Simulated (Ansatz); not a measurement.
# C₄H₁₁Cl₂GaSi: one species, many methods

The task here is to estimate one member of a computed series from the others.

Computed with Ansatz 0.2.0, Gaussian basis. Level: functionals in def2-TZVPP, the program's frozen cores in correlated methods.

Plan: LDA (SPW92), PBE-D4, revPBE-D4, BLYP-D4, r2SCAN-D4, B97M-V, PBE0-D4, B3LYP-D4, r2SCANh-D4, r2SCAN0-D4, HSE06-D4, BHLYP-D4, CAM-B3LYP-D4, LC-ωPBE, ωB97X-V, ωB97M-V, B2PLYP, PBE-QIDH; CCSD(T)/def2-SVP; CCSD(T)/def2-TZVPP; MP2/def2-QZVPP; extrapolation to the limit; RPA on PBE.

## Structure used throughout

All runs share one geometry, relaxed beforehand with PBE0-D4 in a triple-zeta def2 set.

19 atoms, charge 0, spin multiplicity 1.

Atoms are counted from 1 here; the program's logs count them from 0.

Bond lengths: C1–Si2 1.872 Å, C1–H9 1.094 Å, C1–H10 1.093 Å, C1–H11 1.093 Å, Si2–C3 1.876 Å, Si2–C4 1.870 Å, Si2–C5 1.888 Å, C3–H12 1.095 Å, C3–H13 1.093 Å, C3–H14 1.093 Å, C4–H15 1.093 Å, C4–H16 1.093 Å, C4–H17 1.093 Å, C5–Ga6 1.934 Å, C5–H18 1.093 Å, C5–H19 1.094 Å, Ga6–Cl7 2.141 Å, Ga6–Cl8 2.143 Å. Angles: Si2–C1–H9 110.9°, Si2–C1–H10 111.1°, Si2–C1–H11 111.2°, H9–C1–H10 107.8°, H9–C1–H11 107.8°, H10–C1–H11 107.9°, C1–Si2–C3 109.9°, C1–Si2–C4 110.5°, C1–Si2–C5 109.1°, C3–Si2–C4 109.9°, C3–Si2–C5 108.7°, C4–Si2–C5 108.7°, Si2–C3–H12 112.0°, Si2–C3–H13 111.6°, Si2–C3–H14 110.8°, H12–C3–H13 107.6°, H12–C3–H14 106.9°, H13–C3–H14 107.7° and more.

The first run:

File in.yaml:

```yaml
crystal:
  periodic: [false, false, false]
  atoms:
    - {symbol: C, position_ang: [-0.644778, -2.224801, 0.023538]}
    - {symbol: Si, position_ang: [-0.093739, -0.444052, 0.190916]}
    - {symbol: C, position_ang: [1.774162, -0.338533, 0.057374]}
    - {symbol: C, position_ang: [-0.657212, 0.266318, 1.826483]}
    - {symbol: C, position_ang: [-0.857694, 0.573247, -1.204732]}
    - {symbol: Ga, position_ang: [0.029238, 2.281887, -1.390712]}
    - {symbol: Cl, position_ang: [1.488574, 2.689193, -2.902797]}
    - {symbol: Cl, position_ang: [-0.268355, 3.910311, -0.029918]}
    - {symbol: H, position_ang: [-0.233687, -2.837309, 0.830823]}
    - {symbol: H, position_ang: [-1.734168, -2.305133, 0.064161]}
    - {symbol: H, position_ang: [-0.311646, -2.654034, -0.924986]}
    - {symbol: H, position_ang: [2.142307, 0.676209, 0.243047]}
    - {symbol: H, position_ang: [2.124407, -0.641610, -0.933101]}
    - {symbol: H, position_ang: [2.253413, -0.989878, 0.793297]}
    - {symbol: H, position_ang: [-0.204878, -0.275224, 2.661645]}
    - {symbol: H, position_ang: [-1.743028, 0.196108, 1.933219]}
    - {symbol: H, position_ang: [-0.382021, 1.320161, 1.922278]}
    - {symbol: H, position_ang: [-0.762985, 0.049164, -2.159630]}
    - {symbol: H, position_ang: [-1.917902, 0.747965, -1.000896]}
basis:
  gaussian: {orbitals: def2-TZVPP}
hamiltonian: {xc: lda}
output: {orbitals: {seedname: orbitals}}
```

Launch:

```sh
> ansatz run in.yaml --threads 4 --pin off --events-out ev --progress --plain --max-ram 46080MiB --backend cuda --devices 0, --max-vram 37GiB
```

Among the steps run: LDA; PBE-D4 (GGA); revPBE-D4 (GGA); BLYP-D4 (GGA); r2SCAN-D4 (meta-GGA); B97M-V (meta-GGA); B3LYP-D4 (hybrid); r2SCANh-D4 (hybrid); r2SCAN0-D4 (hybrid); HSE06-D4 (hybrid); BHLYP-D4 (hybrid); CAM-B3LYP-D4 (range-separated); LC-ωPBE (range-separated); ωB97X-V (range-separated); ωB97M-V (range-separated); B2PLYP (double hybrid); PBE-QIDH (double hybrid).

One of the session's tables, all rows but one given; the rest of the session is left out.

It belongs to the step «Frontier levels by functional». 

```
  functional  HOMO (eV)  gap (eV)
 LDA (SPW92)      -7.18      5.01
      PBE-D4      -7.02      5.16
   revPBE-D4      -6.96      5.23
     BLYP-D4      -6.88      5.10
   r2SCAN-D4      -7.31      5.67
      B97M-V      -7.36      5.60
     PBE0-D4      -8.25      7.18
    B3LYP-D4      -8.03      6.71
  r2SCANh-D4      -7.76      6.40
  r2SCAN0-D4      -8.44      7.50
    HSE06-D4      -7.86      6.42
    BHLYP-D4      -9.37      9.11
CAM-B3LYP-D4          ?         ?
     LC-ωPBE     -10.89     11.90
     ωB97X-V     -10.54     11.41
     ωB97M-V     -10.39     11.06
```

Estimate the missing values for CAM-B3LYP-D4.

The run gave: HOMO (eV): -9.56; gap (eV): 9.42. In the column «HOMO (eV)» it lies between ωB97M-V (-10.39) and BHLYP-D4 (-9.37).
